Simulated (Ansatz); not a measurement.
# C₅H₅Cu: one molecule under many settings

How do the results and run time of C₅H₅Cu respond when the settings are drawn wide?

Program: Ansatz 0.2.0, Gaussian basis. Level of theory: the settings change from run to run. These are calculated values, not measurements.

## 1. The relaxed structure

An earlier PBE0-D4 in a triple-zeta def2 set relaxation fixed the geometry.

SMILES `[C@H]12[C@@H]3[C@@H]4[C@@H]5[C@H]1[Cu]2345`, 11 atoms, charge 0, spin multiplicity 1.

Atoms are counted from 1 here; the program's logs count them from 0.

Bond lengths: C1–C2 1.423 Å, C1–C5 1.423 Å, C1–Cu6 2.186 Å, C1–H7 1.080 Å, C2–C3 1.423 Å, C2–Cu6 2.186 Å, C2–H8 1.080 Å, C3–C4 1.423 Å, C3–Cu6 2.186 Å, C3–H9 1.080 Å, C4–C5 1.423 Å, C4–Cu6 2.186 Å, C4–H10 1.080 Å, C5–Cu6 2.186 Å, C5–H11 1.080 Å. Angles: C2–C1–C5 108.0°, C2–C1–Cu6 71.0°, C2–C1–H7 126.0°, C5–C1–Cu6 71.0°, C5–C1–H7 126.0°, Cu6–C1–H7 125.8°, C1–C2–C3 108.0°, C1–C2–Cu6 71.0°, C1–C2–H8 126.0°, C3–C2–Cu6 71.0°, C3–C2–H8 126.0°, Cu6–C2–H8 125.8°, C2–C3–C4 108.0°, C2–C3–Cu6 71.0°, C2–C3–H9 126.0°, C4–C3–Cu6 71.0°, C4–C3–H9 126.0°, Cu6–C3–H9 125.8° and more.

## 2. B2GP-PLYP/def2-TZVP

Options: atoms shaken by 0.08 Å.

Contents of in.yaml:

```yaml
crystal:
  periodic: [false, false, false]
  atoms:
    - {symbol: C, position_ang: [-0.892203, -0.904872, -0.365148]}
    - {symbol: C, position_ang: [-0.395029, -0.657737, 0.979859]}
    - {symbol: C, position_ang: [0.302422, 0.529869, 1.073219]}
    - {symbol: C, position_ang: [0.295988, 1.221777, -0.173185]}
    - {symbol: C, position_ang: [-0.244876, 0.219927, -1.152032]}
    - {symbol: Cu, position_ang: [1.425876, -0.833837, -0.277889]}
    - {symbol: H, position_ang: [-1.280106, -1.626624, -0.924594]}
    - {symbol: H, position_ang: [-0.663691, -1.284870, 1.767085]}
    - {symbol: H, position_ang: [0.617592, 0.987614, 2.024738]}
    - {symbol: H, position_ang: [0.826375, 2.169792, -0.411353]}
    - {symbol: H, position_ang: [-0.229299, 0.438372, -2.154073]}
basis:
  gaussian: {orbitals: def2-TZVP}
hamiltonian: {xc: {name: B2GP-PLYP}}
output: {forces: true}
```

Command:

```bash
$ ansatz run in.yaml --threads 4 --pin off --events-out ev --progress --plain --max-ram 10444MiB
```

The program printed, cut to the lines that bear on the results:

```text
Functional definition: B2GP-PLYP
  name "B2GP-PLYP"
  cite "Karton, Tarnopolsky, Lamère, Schatz & Martin, J. Phys. Chem. A 112, 12868 (2008) doi:10.1021/jp801805p"
  cite "Becke, Phys. Rev. A 38, 3098 (1988) doi:10.1103/PhysRevA.38.3098"
  cite "Lee, Yang & Parr, Phys. Rev. B 37, 785 (1988) doi:10.1103/PhysRevB.37.785"
[...]
1717 factors; integrals over basis functions are off by at most 1.2e-3 eV
[...]
mean field -49875.72073703 eV, -1832.8989301079 hartree, gradient 1.8e-6 eV, S^2 0.000000; 0 other end points of the search recorded, 0 dependent functions left out
10 core orbitals not correlated: weight in the atoms' cores, before any rotation towards them, 1.000 or more for the frozen orbitals, at most 0.000 for the correlated occupied ones
reference -49875.72085700 eV, -1832.8989345170 hartree; 22, 22 occupied and 198, 198 virtual orbitals, 1717 factors
second order -47.04497562 eV of doubles, -0.00000000 eV of singles
[...]
Total energy: -49892.65704822 eV, -1833.5213280646 hartree
Atom 0 at    -0.892203    -0.904872    -0.365148 Å, force     5.149898     5.977772     0.573172 eV/Å
Atom 1 at    -0.395029    -0.657737     0.979859 Å, force    -1.581269    -1.641997    -1.759537 eV/Å
Atom 2 at     0.302422     0.529869     1.073219 Å, force     0.286928     2.332955     0.940856 eV/Å
Atom 3 at     0.295988     1.221777    -0.173185 Å, force     0.751002    -2.250543    -1.546931 eV/Å
Atom 4 at    -0.244876     0.219927    -1.152032 Å, force    -0.459637     0.654820     4.344784 eV/Å
Atom 5 at     1.425876    -0.833837    -0.277889 Å, force    -0.646934     0.370900     0.062564 eV/Å
Atom 6 at    -1.280106    -1.626624    -0.924594 Å, force    -1.944147    -3.423584    -1.259222 eV/Å
Atom 7 at    -0.663691    -1.284870     1.767085 Å, force    -0.193437    -0.747382     1.331383 eV/Å
Atom 8 at     0.617592     0.987614     2.024738 Å, force    -0.159853    -0.439983    -0.624137 eV/Å
Atom 9 at     0.826375     2.169792    -0.411353 Å, force    -0.640989    -0.963296     0.200025 eV/Å
Atom 10 at    -0.229299     0.438372    -2.154073 Å, force    -0.561563     0.130338    -2.262957 eV/Å
Dipole moment:     0.555774    -0.296351    -0.075212 e Å
```

It took 21 s on 4 threads of Arm Neoverse V1, shared host; peak memory 0.87 GiB.

Largest force 7.911 eV/Å, dipole 3.05 D.

## 3. SVWN5/x2c-TZVPPall

This run has coordinates scaled by 1.05, a grid of angular degree 23.

Contents of in.yaml:

```yaml
crystal:
  periodic: [false, false, false]
  atoms:
    - {symbol: C, position_ang: [-0.766480, -0.917625, -0.457192]}
    - {symbol: C, position_ang: [-0.377346, -0.739866, 0.974063]}
    - {symbol: C, position_ang: [0.348767, 0.559814, 1.097055]}
    - {symbol: C, position_ang: [0.408384, 1.185339, -0.258208]}
    - {symbol: C, position_ang: [-0.281046, 0.272309, -1.218755]}
    - {symbol: Cu, position_ang: [1.522530, -0.820866, -0.312271]}
    - {symbol: H, position_ang: [-1.368342, -1.779940, -0.881653]}
    - {symbol: H, position_ang: [-0.632160, -1.443680, 1.825940]}
    - {symbol: H, position_ang: [0.741482, 1.015008, 2.058595]}
    - {symbol: H, position_ang: [0.854159, 2.198380, -0.505224]}
    - {symbol: H, position_ang: [-0.449948, 0.471128, -2.322350]}
basis:
  gaussian: {orbitals: x2c-TZVPPall, final_grid: {core_spheres: 8, valence_spheres: 7, degree: 23}}
hamiltonian: {xc: {name: SVWN5}}
```

Same command.

The program printed:

```text
Functional definition: SVWN5
  name "SVWN5"
  cite "Dirac, Proc. Camb. Phil. Soc. 26, 376 (1930) doi:10.1017/S0305004100016108"
  cite "Slater, Phys. Rev. 81, 385 (1951) doi:10.1103/PhysRev.81.385"
  cite "Vosko, Wilk & Nusair, Can. J. Phys. 58, 1200 (1980) doi:10.1139/p80-159"
  exchange = slater_x
  correlation = vwn5_c
1691 factors; their error is unknown
mean field evaluation 1: about -50154.3552 eV, gradient 8.4e1 eV
mean field evaluation 2: about -50037.4038 eV, gradient 2.3e2 eV
mean field evaluation 4: about -50171.5064 eV, gradient 2.8e1 eV
mean field evaluation 8: about -50172.1820 eV, gradient 3.8e-1 eV
mean field evaluation 16: about -50172.1437 eV, gradient 1.2e-3 eV
mean field -50172.14373066 eV, -1843.7922742011 hartree, gradient 2.1e-5 eV, S^2 0.000000; 2 other end points of the search recorded, 0 dependent functions left out
reference -50172.14376915 eV, -1843.7922756157 hartree; 32, 32 occupied and 257, 257 virtual orbitals, 1691 factors
Total energy: -50172.14376915 eV, -1843.7922756157 hartree
Relativity: scalar
```

Wall time 2.6 s (4 threads of Arm Neoverse V1, shared host).

## 4. LC-wPBE/pcseg-2

This run has charge -1, multiplicity 2, high accuracy, the search for lower states set to off.

Contents of in.yaml:

```yaml
crystal:
  periodic: [false, false, false]
  atoms:
    - {symbol: C, position_ang: [-0.729981, -0.873929, -0.435421]}
    - {symbol: C, position_ang: [-0.359377, -0.704634, 0.927679]}
    - {symbol: C, position_ang: [0.332159, 0.533156, 1.044814]}
    - {symbol: C, position_ang: [0.388937, 1.128894, -0.245912]}
    - {symbol: C, position_ang: [-0.267663, 0.259341, -1.160719]}
    - {symbol: Cu, position_ang: [1.450029, -0.781777, -0.297401]}
    - {symbol: H, position_ang: [-1.303183, -1.695181, -0.839670]}
    - {symbol: H, position_ang: [-0.602058, -1.374933, 1.738990]}
    - {symbol: H, position_ang: [0.706174, 0.966674, 1.960567]}
    - {symbol: H, position_ang: [0.813485, 2.093695, -0.481165]}
    - {symbol: H, position_ang: [-0.428522, 0.448693, -2.211762]}
basis:
  gaussian: {orbitals: pcseg-2}
total_charge: -1
magnetization: {spin_polarized: true, initial_magnetization: 1}
hamiltonian: {xc: {name: LC-wPBE}}
accuracy: high
scf: {lower_state_search: off}
```

Same command.

The program printed, cut to the lines that bear on the results:

```text
Functional definition: LC-wPBE
  name "LC-wPBE"
  cite "Vydrov & Scuseria, J. Chem. Phys. 125, 234109 (2006) doi:10.1063/1.2409292"
  cite "Heyd & Scuseria, J. Chem. Phys. 120, 7274 (2004) doi:10.1063/1.1668634"
  cite "Ernzerhof & Perdew, J. Chem. Phys. 109, 3313 (1998) doi:10.1063/1.476928"
  cite "Perdew, Burke & Ernzerhof, Phys. Rev. Lett. 77, 3865 (1996) doi:10.1103/PhysRevLett.77.3865"
  parent pbe
[...]
5036 factors; integrals over basis functions are off by at most 1.5e-8 eV
757 factors; integrals over basis functions are off by at most 2.4e-9 eV
[...]
mean field -49900.46649024 eV, -1833.8083197652 hartree, gradient 5.1e-8 eV, S^2 0.756865; 0 other end points of the search recorded, 0 dependent functions left out
reference -49900.46649024 eV, -1833.8083197653 hartree; 33, 32 occupied and 243, 244 virtual orbitals, 5036 factors
Total energy: -49900.46649024 eV, -1833.8083197653 hartree
Checks for a lower state left out: stability, starts, cluster_reference, orbital_swaps, neighbouring_geometries, increment
```

Wall time 27 s (4 threads of Arm Neoverse V1, shared host); peak memory 2.1 GiB.

⟨S²⟩ 0.757.

## 5. LC-wPBE/def2-TZVPP

Options: charge -1, multiplicity 2, atoms shaken by 0.03 Å, a grid of angular degree 47.

Contents of in.yaml:

```yaml
crystal:
  periodic: [false, false, false]
  atoms:
    - {symbol: C, position_ang: [-0.749864, -0.836321, -0.414696]}
    - {symbol: C, position_ang: [-0.394695, -0.718716, 0.914987]}
    - {symbol: C, position_ang: [0.402287, 0.520370, 0.997455]}
    - {symbol: C, position_ang: [0.431271, 1.149658, -0.222990]}
    - {symbol: C, position_ang: [-0.251192, 0.290685, -1.201092]}
    - {symbol: Cu, position_ang: [1.406392, -0.742859, -0.285644]}
    - {symbol: H, position_ang: [-1.295931, -1.741236, -0.888861]}
    - {symbol: H, position_ang: [-0.589170, -1.322544, 1.742923]}
    - {symbol: H, position_ang: [0.777256, 1.042575, 1.974790]}
    - {symbol: H, position_ang: [0.830701, 2.081672, -0.454658]}
    - {symbol: H, position_ang: [-0.457412, 0.419074, -2.174009]}
basis:
  gaussian: {orbitals: def2-TZVPP, final_grid: {core_spheres: 20, valence_spheres: 16, degree: 47}}
total_charge: -1
magnetization: {spin_polarized: true, initial_magnetization: 1}
hamiltonian: {xc: {name: LC-wPBE}}
output: {forces: true}
```

Same command.

The program printed, cut to the lines that bear on the results:

```text
Functional definition: LC-wPBE
  name "LC-wPBE"
  cite "Vydrov & Scuseria, J. Chem. Phys. 125, 234109 (2006) doi:10.1063/1.2409292"
  cite "Heyd & Scuseria, J. Chem. Phys. 120, 7274 (2004) doi:10.1063/1.1668634"
  cite "Ernzerhof & Perdew, J. Chem. Phys. 109, 3313 (1998) doi:10.1063/1.476928"
  cite "Perdew, Burke & Ernzerhof, Phys. Rev. Lett. 77, 3865 (1996) doi:10.1103/PhysRevLett.77.3865"
  parent pbe
[...]
1700 factors; their error is unknown
431 factors; integrals over basis functions are off by at most 2.4e-5 eV
[...]
mean field -49898.77677988 eV, -1833.7462240548 hartree, gradient 7.6e-5 eV, S^2 0.758174; 0 other end points of the search recorded, 0 dependent functions left out
[...]
reference -49898.77677989 eV, -1833.7462240552 hartree; 33, 32 occupied and 256, 257 virtual orbitals, 1700 factors
Total energy: -49898.77677989 eV, -1833.7462240552 hartree
[...]
Atom 1 at    -0.394695    -0.718716     0.914987 Å, force     1.676974     2.825260    -0.327456 eV/Å
Atom 2 at     0.402287     0.520370     0.997455 Å, force    -0.662994     0.296679     3.713986 eV/Å
Atom 3 at     0.431271     1.149658    -0.222990 Å, force    -1.649790    -1.816126    -2.368257 eV/Å
Atom 4 at    -0.251192     0.290685    -1.201092 Å, force     0.401706    -0.976722     5.764775 eV/Å
Atom 5 at     1.406392    -0.742859    -0.285644 Å, force     1.240269    -0.776499    -0.431439 eV/Å
Atom 6 at    -1.295931    -1.741236    -0.888861 Å, force     0.922764     1.757286     0.959463 eV/Å
Atom 7 at    -0.589170    -1.322544     1.742923 Å, force    -0.359881    -1.051908     0.923070 eV/Å
Atom 8 at     0.777256     1.042575     1.974790 Å, force    -0.731813    -1.346839    -1.955160 eV/Å
Atom 9 at     0.830701     2.081672    -0.454658 Å, force     0.785489     1.410152    -0.222434 eV/Å
Atom 10 at    -0.457412     0.419074    -2.174009 Å, force    -0.450666     0.680384    -3.339962 eV/Å
Dipole moment:    -0.741704     0.440532     0.166307 e Å
```

Run time: 15 s. Hardware: 4 threads of Arm Neoverse V1, shared host; peak memory 0.89 GiB.

Largest force 5.861 eV/Å, ⟨S²⟩ 0.758.

## 6. wB97X-V/cc-pVTZ

This run has atoms shaken by 0.08 Å.

Contents of in.yaml:

```yaml
crystal:
  periodic: [false, false, false]
  atoms:
    - {symbol: C, position_ang: [-0.750660, -0.739562, -0.313434]}
    - {symbol: C, position_ang: [-0.376094, -0.784491, 0.845693]}
    - {symbol: C, position_ang: [0.417020, 0.421718, 0.985256]}
    - {symbol: C, position_ang: [0.358421, 1.130956, -0.156744]}
    - {symbol: C, position_ang: [-0.278413, 0.487941, -1.053196]}
    - {symbol: Cu, position_ang: [1.448927, -0.740925, -0.343936]}
    - {symbol: H, position_ang: [-1.355619, -1.596423, -0.877765]}
    - {symbol: H, position_ang: [-0.576338, -1.305571, 1.685983]}
    - {symbol: H, position_ang: [0.646329, 1.043376, 1.828232]}
    - {symbol: H, position_ang: [0.625190, 2.056263, -0.543103]}
    - {symbol: H, position_ang: [-0.361093, 0.457632, -2.289686]}
basis:
  gaussian: {orbitals: cc-pVTZ}
hamiltonian: {xc: {name: wB97X-V}}
```

The command is unchanged.

The program printed, cut to the lines that bear on the results:

```text
Functional definition: wB97X-V
  name "wB97X-V"
  cite "Mardirossian & Head-Gordon, Phys. Chem. Chem. Phys. 16, 9904 (2014) doi:10.1039/C3CP54374A"
  cite "Becke, J. Chem. Phys. 107, 8554 (1997) doi:10.1063/1.475007"
  cite "Vydrov & Van Voorhis, J. Chem. Phys. 133, 244103 (2010) doi:10.1063/1.3521275"
[...]
      + integral(e_c_pw_opposite_spin*poly(b97_u_opposite, cos0, cos1)) + vv10(b, c)
1689 factors; their error is unknown
358 factors; integrals over basis functions are off by at most 1.3e-5 eV
[...]
mean field -49900.09464435 eV, -1833.7946546807 hartree, gradient 5.5e-5 eV, S^2 0.000000; 0 other end points of the search recorded, 0 dependent functions left out
reference -49900.09464199 eV, -1833.7946545941 hartree; 32, 32 occupied and 256, 256 virtual orbitals, 1689 factors
Total energy: -49900.09464199 eV, -1833.7946545941 hartree
```

Wall time 14 s (4 threads of Arm Neoverse V1, shared host); peak memory 0.97 GiB.

## 7. revPBE/def2-mTZVPP

Set apart from the defaults: atoms shaken by 0.15 Å.

Contents of in.yaml:

```yaml
crystal:
  periodic: [false, false, false]
  atoms:
    - {symbol: C, position_ang: [-1.001490, -0.878729, -0.525726]}
    - {symbol: C, position_ang: [-0.622420, -0.614014, 0.826786]}
    - {symbol: C, position_ang: [0.211404, 0.607006, 1.133575]}
    - {symbol: C, position_ang: [0.375330, 0.906690, -0.135444]}
    - {symbol: C, position_ang: [-0.366081, 0.100969, -1.258112]}
    - {symbol: Cu, position_ang: [1.498013, -0.912662, -0.439171]}
    - {symbol: H, position_ang: [-1.099549, -1.592146, -0.879922]}
    - {symbol: H, position_ang: [-0.459733, -1.657792, 1.680353]}
    - {symbol: H, position_ang: [0.575601, 1.253606, 1.988678]}
    - {symbol: H, position_ang: [0.794568, 1.919270, -0.448603]}
    - {symbol: H, position_ang: [-0.670500, 0.546392, -2.354932]}
basis:
  gaussian: {orbitals: def2-mTZVPP}
hamiltonian: {xc: {name: revPBE}}
```

The command is unchanged.

The program printed:

```text
Functional definition: revPBE
  name "revPBE"
  cite "Zhang & Yang, Phys. Rev. Lett. 80, 890 (1998) doi:10.1103/PhysRevLett.80.890"
  cite "Perdew, Burke & Ernzerhof, Phys. Rev. Lett. 77, 3865 (1996) doi:10.1103/PhysRevLett.77.3865"
  parameter kappa = 1.245
  parameter beta = 0.06672455060314922
  exchange = pbe_x(kappa = kappa, mu = beta*pi^2/3)
  correlation = pbe_c(beta = beta)
1589 factors; their error is unknown
mean field evaluation 1: about -49876.8294 eV, gradient 9.3e1 eV
mean field evaluation 2: about -49746.6585 eV, gradient 2.4e2 eV
mean field evaluation 4: about -49893.0795 eV, gradient 3.7e1 eV
mean field evaluation 8: about -49897.6846 eV, gradient 7.5e-1 eV
mean field evaluation 16: about -49897.6358 eV, gradient 2.2e-2 eV
mean field evaluation 32: about -49897.5925 eV, gradient 1.6e0 eV
mean field -49897.63583143 eV, -1833.7042949726 hartree, gradient 3.6e-5 eV, S^2 0.000000; 2 other end points of the search recorded, 0 dependent functions left out
reference -49897.63588903 eV, -1833.7042970896 hartree; 32, 32 occupied and 121, 121 virtual orbitals, 1589 factors
Total energy: -49897.63588903 eV, -1833.7042970896 hartree
```

Run time: 2.4 s. Hardware: 4 threads of Arm Neoverse V1, shared host.

## 8. All runs side by side

```
              level  charge  multiplicity  geometry  functions  energy (eV)   time
B2GP-PLYP/def2-TZVP       0             1    shaken        230   -49892.657   21 s
 SVWN5/x2c-TZVPPall       0             1    scaled        289   -50172.144  2.6 s
    LC-wPBE/pcseg-2      -1             2   relaxed        276   -49900.466   27 s
 LC-wPBE/def2-TZVPP      -1             2    shaken        289   -49898.777   15 s
    wB97X-V/cc-pVTZ       0             1    shaken        288   -49900.095   14 s
 revPBE/def2-mTZVPP       0             1    shaken        153   -49897.636  2.4 s
```

## 9. Results

| quantity | value |
| --- | --- |
| runs | 6 |
| quickest | revPBE/def2-mTZVPP, 2.4 s |
| slowest | LC-wPBE/pcseg-2, 27 s |

**Reading.** The runs differ in state or geometry as well as level, so their energies can't be set against each other. Run time spans a factor of 11, from revPBE/def2-mTZVPP to LC-wPBE/pcseg-2. The jobs differ in tasks and options as well as level.
